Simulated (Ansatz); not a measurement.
# BeH₃− (singlet): from Hartree-Fock to the top rungs at scale of all distances = 1.108, 6-31++G**

The task here is to estimate one member of a computed series from the others.

Computed with Ansatz 0.2.0, Gaussian basis. Level: 6-31++G**, core rule «outside noble gas», up to 1 orbitals frozen.

To be run: UHF; CCSD(T) on RHF; BCCD(T) on RHF; CISD; CCSDT(Q) on RHF; CASSCF and MRCISD+Q, 2 electrons in 2 orbitals; CASSCF and NEVPT2, 2 electrons in 2 orbitals; Full CI.

20 further runs of the same task are left out: 6 for a known fault of the program, 11 that didn't finish, 3 set aside as unsound or not needed.

## The system

The geometry derives from a PBE0/def2-TZVPD stationary point (not a proven minimum). All distances are scaled together.

4 atoms, charge -1, spin multiplicity 1.

Atoms are counted from 1 here; the program's logs count them from 0.

Bond lengths: Be1–H2 1.579 Å, Be1–H3 1.579 Å, Be1–H4 1.579 Å. Angles: H2–Be1–H3 120.0°, H2–Be1–H4 120.0°, H3–Be1–H4 120.0°.

Set-up of the first run:

File in.yaml:

```yaml
crystal:
  periodic: [false, false, false]
  atoms:
    - {symbol: Be, position_ang: [0.000000, 0.000000, 0.000000]}
    - {symbol: H, position_ang: [1.579357, 0.015838, 0.000000]}
    - {symbol: H, position_ang: [-0.803395, 1.359840, -0.003546]}
    - {symbol: H, position_ang: [-0.775962, -1.375678, 0.003546]}
basis:
  gaussian: {orbitals: "6-31++G**"}
total_charge: -1
magnetization: {spin_polarized: true, initial_magnetization: 0}
hamiltonian: {xc: hf}
output: {orbitals: {seedname: orbitals}}
```

Started as:

```bash
$ ansatz run in.yaml --threads 1 --pin off --events-out ev --progress --plain --max-ram 2393MiB
```

Among the steps run: UHF; CCSD(T) on RHF; BCCD(T) on RHF; CISD; CCSDT(Q) on RHF; CASSCF and MRCISD+Q, 2 electrons in 2 orbitals; CASSCF and NEVPT2, 2 electrons in 2 orbitals; Full CI.

One of the session's tables, all rows but one given; the rest of the session is left out.

```
       method  from FCI (meV)
          RHF         +2553.4
         RMP2          +586.7
         CISD          +127.6
        RCCSD               ?
     RCCSD(T)           +11.1
      BCCD(T)           +10.9
       RCCSDT            +0.5
    RCCSDT(Q)            +0.1
  CASSCF pair         +2182.6
  NEVPT2 pair          +563.7
  MRCISD pair           +93.8
MRCISD+Q pair            -9.6
          FCI               0
```

Estimate the missing values for RCCSD.

The run gave: from FCI (meV): +46.8. In the column «from FCI (meV)» it lies between RCCSD(T) (+11.1) and MRCISD pair (+93.8).

Limits of these values: MRCISD+Q pair falls below full CI: the +Q correction isn't variational, and the cores differ from full CI's.
